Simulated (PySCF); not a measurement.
# C3H7BCl− (SMILES [BH3-]/C=C(/C)Cl) at HF/pc-0

What is the vertical ionisation energy of C3H7BCl− at HF/pc-0? Input form: a Python script.

The results are computed with PySCF 2.14.0.

## 1. The system as given

C3H7BCl−: 12 atoms, total charge -1, spin state singlet. SMILES: `[BH3-]/C=C(/C)Cl`. Geometry: relaxed at GFN2-xTB.

Bond lengths: B1–C2 1.623 Å, C2–C3 1.321 Å, C3–C4 1.510 Å, C3–Cl5 1.760 Å, B1–H6 1.223 Å, B1–H7 1.220 Å, B1–H8 1.220 Å, C2–H9 1.092 Å, C4–H10 1.088 Å, C4–H11 1.093 Å, C4–H12 1.093 Å. Some angles: B1–C2–C3 129.6°, C2–C3–C4 128.3°, C2–C3–Cl5 119.5°, C4–C3–Cl5 112.2°, B1–C2–H9 117.7°, C3–C2–H9 112.7°, C2–B1–H6 109.5°, C2–B1–H7 109.3°, C2–B1–H8 109.4°, C3–C4–H10 111.0°.

## 2. A single-point energy at HF/pc-0

The input, input.xyz:

```xyz
12
C3H7BCl
B     -1.888810     0.587390     0.594590
C     -0.389180    -0.030410     0.534080
C      0.480570    -0.034130    -0.459950
C      1.872030    -0.620810    -0.483710
Cl     0.048460     0.717600    -1.991290
H     -2.361420     0.401790     1.706830
H     -2.585020     0.038370    -0.243510
H     -1.844020     1.783850     0.362630
H     -0.007950    -0.526580     1.429450
H      2.340600    -0.473950    -1.454670
H      1.836880    -1.692620    -0.273100
H      2.497860    -0.150500     0.278630
```

The input, input.py:

```python
# [BH3-]/C=C(/C)Cl
from pyscf import gto, scf

molecule = gto.Mole()
molecule.atom = 'input.xyz'
molecule.basis = 'pc-0'
molecule.max_memory = 1860
molecule.verbose = 3
molecule.charge = -1
molecule.build()

mf = scf.RHF(molecule)
mf.conv_tol = 1e-10
mf.kernel()
if not mf.converged:
    mf = mf.newton().run(mf.mo_coeff, mf.mo_occ)

e_final = mf.e_tot
print('E = %.10f Eh' % e_final)
```

Started as:

```sh
$ OMP_NUM_THREADS=1 python input.py
```

Standard output:

```text
converged SCF energy = -601.225570640769
E = -601.2255706408 Eh
```

Run time: 0.92 s. Hardware: 1 thread of Arm Neoverse V1, shared host; peak memory 0.12 GiB.

## 3. Doublet neutral C3H7BCl at the same level

The input, job.py:

```python
from pyscf import gto, scf

system = gto.Mole()
system.atom = '''
B     -3.569334     1.110006     1.123612
C     -0.735444    -0.057467     1.009265
C      0.908146    -0.064496    -0.869180
C      3.537624    -1.173161    -0.914079
Cl     0.091576     1.356067    -3.762993
H     -4.462437     0.759273     3.225441
H     -4.884980     0.072509    -0.460167
H     -3.484693     3.370988     0.685271
H     -0.015023    -0.995092     2.701269
H      4.423093    -0.895636    -2.748928
H      3.471200    -3.198588    -0.516084
H      4.720271    -0.284404     0.526534
'''
system.basis = 'pc-0'
system.unit = 'bohr'
system.max_memory = 1860
system.verbose = 4
system.spin = 1
system.build()

mf = scf.UHF(system)
mf.conv_tol = 1e-10
mf.kernel()
if not mf.converged:
    mf = mf.newton().run(mf.mo_coeff, mf.mo_occ)

e_tot = mf.e_tot
print(f'total energy: {e_tot:.8f} hartree')
```

Started as:

```sh
$ OMP_NUM_THREADS=1 python job.py
```

Standard output:

```text
PySCF version 2.14.0

[... 120 lines left out ...]
converged SCF energy = -601.105521142053  <S^2> = 0.76498529  2S+1 = 2.0149296
total energy: -601.10552114 hartree
```

Wall time 1.3 s (1 thread of Arm Neoverse V1, shared host); peak memory 0.12 GiB.

## 4. Results

Level: HF/pc-0.

| quantity | value |
| --- | --- |
| singlet C3H7BCl−: total energy | -601.22557 Eh |
| singlet C3H7BCl−: HOMO energy | -4.26 eV |
| singlet C3H7BCl−: LUMO energy | 8.97 eV |
| singlet C3H7BCl−: HOMO–LUMO gap (to an unbound level, set by the basis) | 13.23 eV |
| doublet neutral C3H7BCl: total energy | -601.10552 Eh |
| doublet neutral C3H7BCl: dipole moment | 6.81 D |
| doublet neutral C3H7BCl: HOMO energy (highest over α and β) | -10.78 eV |
| doublet neutral C3H7BCl: LUMO energy (lowest over α and β) | -2.20 eV |
| doublet neutral C3H7BCl: ⟨S²⟩ | 0.765 |
| vertical detachment energy (to the doublet neutral) | 3.267 eV |

The vertical ionisation energy comes to 3.27 eV (315 kJ/mol). The negative HOMO energy of the first species, 4.26 eV, lies 0.99 eV above that difference.
